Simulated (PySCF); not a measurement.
# BH11O3Si4: the cost of one run

Computed with PySCF 2.14.0, with density-fitted response routines of our own, on a single molecule in the gas phase. Atoms are numbered from 0 throughout.

## (1) The molecule as given

19 atoms, charge 0, multiplicity 1; geometry from: GFN2-xTB. The atoms were then displaced at random by about 0.01 Å, so the start is not that level's minimum.

Bonds of the start (Å): B0–Si1 1.94, Si1–O2 1.64, O2–Si3 1.64, Si3–O4 1.62, O4–Si5 1.62, Si3–O6 1.59, O6–Si7 1.63, B0–H8 1.20, B0–H9 1.19, Si1–H10 1.47, Si1–H11 1.48, Si3–H12 1.44, Si5–H13 1.45, Si5–H14 1.45, Si5–H15 1.46, Si7–H16 1.47, Si7–H17 1.45, Si7–H18 1.47.

## (2) Geometry optimisation at PBE0-D3(BJ)/def2-SVP

What the job is given:

```
{"job": {"xc": "PBE0", "basis": "def2-SVP", "d3": "d3bj", "grid": 1, "shake": 0.01, "kind": "geom"}, "charge": 0, "multiplicity": 1}
B     -2.723310     0.635870    -0.235780
Si    -2.088530    -1.044990    -0.959970
O     -0.923010    -1.525930     0.086080
Si     0.188690    -0.892670     1.116350
O     -0.063970     0.705610     1.149420
Si     0.434870     2.124890     0.537400
O      1.662030    -1.250610     0.644490
Si     2.817350    -1.026110    -0.482230
H     -3.276190     0.704110     0.821690
H     -2.655360     1.675040    -0.803100
H     -2.960270    -2.231470    -0.938350
H     -1.403470    -1.046430    -2.267570
H     -0.050000    -1.400340     2.446770
H      1.750100     2.427210     1.080960
H     -0.585970     3.039850     1.015900
H      0.484070     2.059450    -0.916010
H      3.395220     0.306730    -0.283950
H      3.730430    -2.103650    -0.168840
H      2.236580    -1.149480    -1.822520
```

The run is started by

```sh
$ OMP_NUM_THREADS=1 python probes_run.py task.json out
```

One launch serves the whole session: the jobs run in the order shown.

Q: Estimate the wall time and peak memory of this first job on 1 thread of Arm Neoverse V1, shared host.

About 9.2 min, with a peak of 0.86 GiB.
